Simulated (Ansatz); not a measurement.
**C₃H₄BF: small, medium and large basis sets**

Aim: see how fast density functionals converge with the basis set for C₃H₄BF.

The runs use Ansatz 0.2.0, Gaussian basis; one geometry, several basis sets.

The runs, in order: PBE0-D4/def2-SVP; ωB97M-V/def2-SVP; PBE0-D4/def2-QZVPP; ωB97M-V/def2-QZVPP; the functionals' def2-TZVPP values are taken from earlier runs.

**1. The geometry**

All runs share one geometry, relaxed beforehand with PBE0-D4 in a triple-zeta def2 set.

SMILES `BCC#CF`, 9 atoms, charge 0, spin multiplicity 1.

Atoms are counted from 1 here; the program's logs count them from 0.

Bond lengths: B1–C2 1.561 Å, B1–H6 1.197 Å, B1–H7 1.194 Å, C2–C3 1.452 Å, C2–H8 1.101 Å, C2–H9 1.101 Å, C3–C4 1.195 Å, C4–F5 1.277 Å. Angles: C2–B1–H6 117.7°, C2–B1–H7 122.4°, H6–B1–H7 119.8°, B1–C2–C3 118.2°, B1–C2–H8 106.8°, B1–C2–H9 106.7°, C3–C2–H8 110.6°, C3–C2–H9 110.6°, H8–C2–H9 102.8°, C2–C3–C4 178.8°, C3–C4–F5 179.8°.

**2. PBE0-D4 in def2-SVP**

Input file in.yaml:

```yaml
crystal:
  periodic: [false, false, false]
  atoms:
    - {symbol: B, position_ang: [-1.020845, 0.721240, -0.878110]}
    - {symbol: C, position_ang: [-0.522894, -0.401582, 0.084644]}
    - {symbol: C, position_ang: [0.854231, -0.351794, 0.542408]}
    - {symbol: C, position_ang: [1.990784, -0.290407, 0.905163]}
    - {symbol: F, position_ang: [3.204864, -0.228828, 1.296241]}
    - {symbol: H, position_ang: [-2.156964, 0.671462, -1.251376]}
    - {symbol: H, position_ang: [-0.313619, 1.610535, -1.244669]}
    - {symbol: H, position_ang: [-0.731599, -1.361917, -0.412149]}
    - {symbol: H, position_ang: [-1.215459, -0.415010, 0.940749]}
basis:
  gaussian: {orbitals: def2-SVP}
hamiltonian: {xc: pbe0, dispersion: d4}
output: {orbitals: {seedname: orbitals}}
```

Run with:

```
$ ansatz run in.yaml --threads 2 --pin off --events-out ev --progress --plain --max-ram 4352MiB
```

Further steps of the session: ωB97M-V in def2-SVP; PBE0-D4 in def2-QZVPP; ωB97M-V in def2-QZVPP.

Q: Predict the results of all the runs planned. Wanted: PBE0-D4: double and triple zeta above quadruple; ωB97M-V: double and triple zeta above quadruple.

As calculated:

```
                                       quantity          value
PBE0-D4: double and triple zeta above quadruple  7.84, 0.36 eV
ωB97M-V: double and triple zeta above quadruple  8.10, 0.32 eV
```

PBE0-D4 gains 7.48 eV from double to triple zeta, then 0.36 eV more. Total energies overstate the basis error of differences, where much of it tends to cancel.
